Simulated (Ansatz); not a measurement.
# HfO: the cost of one run

The runs use Ansatz 0.2.0, Gaussian basis; def2-QZVPP, core rule «outside noble gas», up to 5 orbitals frozen.

To be run: UHF; ROHF; CCSD(T) on UHF.

### 1 The system

The geometry is a PBE0/def2-TZVP stationary point (not a proven minimum) of the parent state, kept for this charge and spin. No spin-orbit coupling is included. Elements past krypton take def2 core potentials.

2 atoms, charge 1, spin multiplicity 4.

Atoms are counted from 1 here; the program's logs count them from 0.

Bond lengths: Hf1–O2 1.691 Å.

### 2 UHF

File in.yaml:

```yaml
crystal:
  periodic: [false, false, false]
  atoms:
    - {symbol: Hf, position_ang: [0.000000, 0.000000, 0.000000]}
    - {symbol: O, position_ang: [0.000000, 0.000000, 1.691000]}
basis:
  gaussian: {orbitals: "def2-QZVPP.json"}
total_charge: 1
magnetization: {spin_polarized: true, initial_magnetization: 3}
hamiltonian: {xc: hf}
output: {orbitals: {seedname: orbitals}}
```

On the command line:

```
> ansatz run in.yaml --threads 1 --pin off --events-out ev --progress --plain --max-ram 4096MiB --backend cpu
```

**Question.** How long does this run take on 1 thread of AMD EPYC 7R13, shared host, and how much memory does it need?

About 9.5 s, with a peak of 0.28 GiB.
